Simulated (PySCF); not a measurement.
# C2H2BFO2: the cost of one run

The runs use PySCF 2.14.0, with density-fitted response routines of our own; the level of theory stands in each step. All values are computed, except where a source is named. Atoms count from 0, in the outputs and in this text.

### 1 The molecule as given

8 atoms, charge 0, multiplicity 1; geometry from: GFN2-xTB. The atoms were then displaced at random by about 0.01 Å, so the start is not that level's minimum.

Bonds of the start (Å): F0–C1 1.32, C1–C2 1.34, C2–O3 1.41, O3–B4 1.36, B4–O5 1.37, O5–C1 1.34, C2–H6 1.05, B4–H7 1.17.

### 2 Geometry optimisation at PBE0-D3(BJ)/def2-SVP

What the job is given:

```
{"job": {"xc": "PBE0", "basis": "def2-SVP", "d3": "d3bj", "grid": 1, "shake": 0.01, "kind": "geom"}, "charge": 0, "multiplicity": 1}
F     -1.822690    -1.406460    -0.003770
C     -0.793780    -0.584770    -0.007110
C     -0.731460     0.755050    -0.009060
O      0.641800     1.093290    -0.002840
B      1.304750    -0.088910    -0.013920
O      0.424470    -1.137420    -0.009500
H     -1.442360     1.526870     0.002480
H      2.474400    -0.176790    -0.008760
```

Started as:

```bash
> OMP_NUM_THREADS=1 python probes_run.py task.json out
```

The driver reads the jobs from task.json and runs them one after another.

Q: Estimate the wall time and peak memory of this first job on 1 thread of Arm Neoverse V1, shared host.

About 23 s, with a peak of 0.38 GiB.
